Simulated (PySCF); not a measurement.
# C7H7NSi: the cost of one run

Programs: PySCF 2.14.0, with routines of our own; each step states its level. All values are computed. Atoms count from 0.

### 1 The starting structure

16 atoms, charge 0, multiplicity 1; geometry from: GFN2-xTB.

### 2 Magnetic properties: GIAO HF/pcSseg-1

Job settings and geometry (Å):

```
{"job": {"kind": "mag", "xc": "HF", "basis": "pcSseg-1", "isotopologues": 0}, "charge": 0, "multiplicity": 1}
C      2.817029    -0.376136    -1.315811
C      2.079287    -0.136553    -0.404033
C      1.157251     0.116438     0.680635
C      0.359491    -1.124520     0.993009
C     -0.959385    -1.070742     0.964187
C     -1.629114     0.236453     0.619942
C     -2.488914     0.078426    -0.512719
N     -3.157668    -0.044655    -1.433615
Si    -0.168204     1.446360     0.260520
H      3.477812    -0.575798    -2.105294
H      1.749900     0.394633     1.560582
H      0.901256    -2.028665     1.228509
H     -1.588066    -1.923487     1.174891
H     -2.251615     0.573311     1.456104
H     -0.132632     1.887976    -1.128642
H     -0.174026     2.555905     1.217806
```

Method: GIAO HF/pcSseg-1 magnetisability, rotational g tensor and spin-rotation constants, non-relativistic, gas phase.

Launch:

```console
$ OMP_NUM_THREADS=1 python excited_run.py task.json out
```

One launch serves the whole session: the jobs run in the order shown.

**Question.** How long does this job take on 1 thread of Arm Neoverse N1, shared host, and how much memory does it need?

About 31 s, with a peak of 0.94 GiB.
